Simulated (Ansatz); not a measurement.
**LiEu3 (I4/mmm): which electronic and magnetic state is lowest**

The task here is to estimate one member of a computed series from the others.

Program: Ansatz 0.2.0. Level of theory: DFT PBEsol+U (U_eff = 5 eV on Eu 4f), scalar-relativistic, plane waves, PAW. These are calculated values, not measurements.

4 further runs of the same task are left out: 3 that didn't finish, 1 set aside as unsound or not needed.

### The system as given

Symmetry: I4/mmm, No. 139, tetragonal system. Conventional cell: a = 5.200 Å, b = 5.200 Å, c = 11.458 Å, α = 90.00°, β = 90.00°, γ = 90.00°. Eu (site symmetry -4m2) is surrounded by 8 Eu at 3.68 to 3.87 Å and 4 Li at 3.87 Å. Eu (site symmetry 4/mmm) has 4 Li at 3.68 Å and 8 Eu at 3.87 Å as nearest neighbours. Li (site symmetry 4/mmm) has 12 Eu at 3.68 to 3.87 Å as nearest neighbours.

Coordinates:

```cif
data_structure
_symmetry_space_group_name_H-M 'I4/mmm'
_symmetry_Int_Tables_number 139
_cell_length_a 5.2003
_cell_length_b 5.2003
_cell_length_c 11.4578
_cell_angle_alpha 90.000
_cell_angle_beta 90.000
_cell_angle_gamma 90.000
_cell_volume 309.85
loop_
_atom_site_label
_atom_site_type_symbol
_atom_site_symmetry_multiplicity
_atom_site_Wyckoff_symbol
_atom_site_fract_x
_atom_site_fract_y
_atom_site_fract_z
_atom_site_occupancy
Eu1 Eu 4 d 0.00000 0.50000 0.25000 1
Eu2 Eu 2 b 0.50000 0.50000 0.00000 1
Li1 Li 2 a 0.00000 0.00000 0.00000 1
```

The cell is the database one, not relaxed. An earlier run on this cell at PBEsol+U (U_eff = 5 eV on Eu 4f) gave -0.05 GPa at 38.732 Å³/atom (8×8×8 mesh), no gap, moments in the atoms' spheres Eu 7.18, 7.19; Li 0.06 μB.

The first run:

File input.yaml:

```yaml
crystal:
  lattice:
    - [-2.6001457718, 2.6001457718, 5.7289174973]
    - [2.6001457718, -2.6001457718, 5.7289174973]
    - [2.6001457718, 2.6001457718, -5.7289174973]
  atoms:
    - { symbol: Eu, position: [0.75, 0.25, 0.5] }
    - { symbol: Eu, position: [0.25, 0.75, 0.5] }
    - { symbol: Eu, position: [0.5, 0.5, 0.0] }
    - { symbol: Li, position: [0.0, 0.0, 0.0] }
basis:
  ecutwfc: 420
  ecutrho_ratio: 4
kpoints:
  mp_grid: { grid: [8, 8, 8] }
hamiltonian:
  xc: pbesol
  hubbard: { sites: [{ species: Eu, l: f, u_eff: 5.0 }] }
scf:
  occupations: { method: gaussian, width: 0.05 }
output:
  forces: true
  stress: true
  eigenvalues: true
  populations: true
  hubbard: { sites: [{ species: Eu, l: f }] }
```

Started as:

```bash
ansatz run input.yaml --threads 4 --pin off --max-ram 9216MiB --backend cpu --events-out ev --progress --plain --runs-dir out
```

Among the steps run: No spin polarisation; Seeding on a coarse mesh: ferrimagnetic in the cell, signs ++-; Ferrimagnetic in the cell, signs ++-; Seeding on a coarse mesh: ferrimagnetic in the cell, signs +-+; Ferrimagnetic in the cell, signs +-+; Seeding on a coarse mesh: small parallel starting moments; Small parallel starting moments.

One table of the session follows, with a row left open; its other results are not shown here.

```
                               start  from the base state (meV/atom)  pressure (GPa)
                       ferromagnetic                             0.0           -0.05
                no spin polarisation                          7092.0           -2.54
ferrimagnetic in the cell, signs ++-                            22.7            0.25
ferrimagnetic in the cell, signs +-+                               ?               ?
     small parallel starting moments                             0.0           -0.05
```

Q: Estimate the row for ferrimagnetic in the cell, signs +-+ from the others.

The run gave: from the base state (meV/atom): 20.9; pressure (GPa): 0.20. In the column «from the base state (meV/atom)» it lies between small parallel starting moments (0.0) and ferrimagnetic in the cell, signs ++- (22.7).

Caveats from the session: Warnings in the runs' records: filled band counts differ across k points, open shell order in doubt, stability check not made, given moment on shells.
